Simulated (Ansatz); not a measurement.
This script for the Ansatz DFT code, driven from Python starts 6 runs on C2H6LiN, SMILES [Li][N](C)C. What input does the engine get in each?

Script `c2h6lin.py`:
```python
"""Dipole of C2H6LiN in the field of point charges."""

import ansatz
import numpy as np


def main() -> None:
    geometry_ang = [
        ("Li", (-2.0974, -0.5286, -0.5542)),
        ("N", (-0.1994, -0.4225, -0.5537)),
        ("C", (0.1491, 0.9871, -0.7006)),
        ("C", (0.3094, -0.9281, 0.7396)),
        ("H", (-0.1634, 1.3521, -1.6894)),
        ("H", (-0.2989, 1.6128, 0.1061)),
        ("H", (1.3133, 1.1007, -0.6355)),
        ("H", (-0.0335, -1.9844, 0.8189)),
        ("H", (-0.24, -0.355, 1.6127)),
        ("H", (1.3439, -0.8852, 0.8591)),
    ]
    geometry = ansatz.Crystal.molecule()
    for symbol, xyz in geometry_ang:
        geometry = geometry.atom(symbol, xyz)

    model = geometry.calculation().basis(gaussian="def2-SVP").functional("PBE").forces()
    # charges +q and -q at -R and +R make a nearly even field 2 k q / R^2 at the centre
    centre = np.mean([site.position_ang for site in geometry.cartesian_sites], axis=0)
    field = 2 * 14.399645 * 2.0 / 25.0 ** 2


    def dipole(axis, sign):
        arm = 25.0 * np.eye(3)[axis]
        pair = [{"charge": sign * 2.0, "position_ang": (centre - arm).tolist()}, {"charge": -sign * 2.0, "position_ang": (centre + arm).tolist()}]
        deck = model.input().set(ansatz.key.basis.gaussian.point_charges, pair)
        return np.array(ansatz.Session.from_dict(deck).plan().execute().report["charge_distribution"]["dipole_moment_e_ang"])


    print(f"field {field:.4f} V/A")
    alpha = np.array([(dipole(axis, 1) - dipole(axis, -1)) / (2 * field) * 14.399645 for axis in range(3)])
    print("polarisability tensor (A^3)")
    print(np.array2string(alpha, precision=3, suppress_small=True))
    print(f"mean {np.trace(alpha) / 3:.3f} A^3 = {np.trace(alpha) / 3 / 0.14818471:.2f} bohr^3")


if __name__ == "__main__":
    main()
```

Run 1:
```yaml
crystal:
  periodic: [false, false, false]
  atoms:
    - { symbol: Li, position_ang: [-2.0974, -0.5286, -0.5542] }
    - { symbol: "N", position_ang: [-0.1994, -0.4225, -0.5537] }
    - { symbol: C, position_ang: [0.1491, 0.9871, -0.7006] }
    - { symbol: C, position_ang: [0.3094, -0.9281, 0.7396] }
    - { symbol: H, position_ang: [-0.1634, 1.3521, -1.6894] }
    - { symbol: H, position_ang: [-0.2989, 1.6128, 0.1061] }
    - { symbol: H, position_ang: [1.3133, 1.1007, -0.6355] }
    - { symbol: H, position_ang: [-0.0335, -1.9844, 0.8189] }
    - { symbol: H, position_ang: [-0.24, -0.355, 1.6127] }
    - { symbol: H, position_ang: [1.3439, -0.8852, 0.8591] }
basis:
  gaussian:
    orbitals: def2-SVP
    point_charges:
      - { charge: 2.0, position_ang: [-24.99169, -0.005110000000000015, 0.00030000000000001136] }
      - { charge: -2.0, position_ang: [25.00831, -0.005110000000000015, 0.00030000000000001136] }
hamiltonian:
  xc: pbe
output:
  forces: true
```

Run 2, against run 1:
```diff
-      - { charge: 2.0, position_ang: [-24.99169, -0.005110000000000015, 0.00030000000000001136] }
-      - { charge: -2.0, position_ang: [25.00831, -0.005110000000000015, 0.00030000000000001136] }
+      - { charge: -2.0, position_ang: [-24.99169, -0.005110000000000015, 0.00030000000000001136] }
+      - { charge: 2.0, position_ang: [25.00831, -0.005110000000000015, 0.00030000000000001136] }
```

Run 3, against run 1:
```diff
-      - { charge: 2.0, position_ang: [-24.99169, -0.005110000000000015, 0.00030000000000001136] }
-      - { charge: -2.0, position_ang: [25.00831, -0.005110000000000015, 0.00030000000000001136] }
+      - { charge: 2.0, position_ang: [0.008310000000000017, -25.00511, 0.00030000000000001136] }
+      - { charge: -2.0, position_ang: [0.008310000000000017, 24.99489, 0.00030000000000001136] }
```

Run 4, against run 1:
```diff
-      - { charge: 2.0, position_ang: [-24.99169, -0.005110000000000015, 0.00030000000000001136] }
-      - { charge: -2.0, position_ang: [25.00831, -0.005110000000000015, 0.00030000000000001136] }
+      - { charge: -2.0, position_ang: [0.008310000000000017, -25.00511, 0.00030000000000001136] }
+      - { charge: 2.0, position_ang: [0.008310000000000017, 24.99489, 0.00030000000000001136] }
```

Run 5, against run 1:
```diff
-      - { charge: 2.0, position_ang: [-24.99169, -0.005110000000000015, 0.00030000000000001136] }
-      - { charge: -2.0, position_ang: [25.00831, -0.005110000000000015, 0.00030000000000001136] }
+      - { charge: 2.0, position_ang: [0.008310000000000017, -0.005110000000000015, -24.9997] }
+      - { charge: -2.0, position_ang: [0.008310000000000017, -0.005110000000000015, 25.0003] }
```

Run 6, against run 1:
```diff
-      - { charge: 2.0, position_ang: [-24.99169, -0.005110000000000015, 0.00030000000000001136] }
-      - { charge: -2.0, position_ang: [25.00831, -0.005110000000000015, 0.00030000000000001136] }
+      - { charge: -2.0, position_ang: [0.008310000000000017, -0.005110000000000015, -24.9997] }
+      - { charge: 2.0, position_ang: [0.008310000000000017, -0.005110000000000015, 25.0003] }
```

`python c2h6lin.py` gives:
```text
field 0.0922 V/A
polarisability tensor (A^3)
[[11.757  2.318  2.488]
 [ 2.124  7.28   0.247]
 [ 2.282  0.246  7.234]]
mean 8.757 A^3 = 59.09 bohr^3
```

Notes:
- The geometry is a force-field or estimated start, not a minimum of this method, and the basis set is short of its limit. The field of two point charges is only nearly even.
- Without diffuse functions polarisabilities are unreliable, as a rule too low, and they change with the bond lengths of this unrelaxed start.
- Run time: 26 s on 1 thread of Intel(R) Xeon(R) Platinum 8259CL CPU @ 2.50GHz (Skylake/Cascade Lake), on a shared host, peak memory 0.19 GiB.

(Lines on the test bed's own set-up are left out of the output.)
